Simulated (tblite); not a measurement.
# C5H6F2O: the cost of one run

Programs: tblite 0.8.0 and PySCF 2.14.0, with density-fitted response routines of our own. Each step states its level of theory. These are calculated values for one molecule in the gas phase, unless marked as measured. Atoms are numbered from 0 throughout.

## Step 1: The starting structure

14 atoms, charge 0, multiplicity 1; geometry from: force field or distance geometry start.

Bonds of the start (Å): F0–C1 1.38, C1–O2 1.42, O2–C3 1.29, C3–C4 1.36, C4–C5 1.51, C5–C6 1.55, C6–F7 1.36, C6–C3 1.54, C1–H8 1.08, C1–H9 1.10, C4–H10 1.08, C5–H11 1.10, C5–H12 1.09, C6–H13 1.10.

## Step 2: Geometry optimisation with GFN2-xTB

Job settings and geometry (Å):

```
{"job": {"kind": "relax", "xc": "GFN2-xTB", "basis": "xTB"}, "charge": 0, "multiplicity": 1}
F      3.378000    -0.804400    -0.205800
C      2.171700    -0.144100    -0.261200
O      1.204500    -1.058600     0.231200
C      0.010900    -0.559000     0.198800
C     -1.184800    -0.988400     0.680600
C     -1.918600     0.271600     0.284200
C     -0.617200     0.691000    -0.439200
F     -0.105100     1.903700    -0.092100
H      2.000300     0.130300    -1.293000
H      2.249800     0.734600     0.394300
H     -1.492300    -1.871100     1.227400
H     -2.204200     0.927400     1.116200
H     -2.784300     0.151600    -0.362600
H     -0.709500     0.615000    -1.530800
```

Launch:

```
OMP_NUM_THREADS=1 python probes_run.py task.json out
```

This one command runs all jobs of the session in turn.

Q: Estimate the wall time and peak memory of this first job on 1 thread of Arm Neoverse N1, shared host.

About 1.1 s, with a peak of 0.18 GiB.
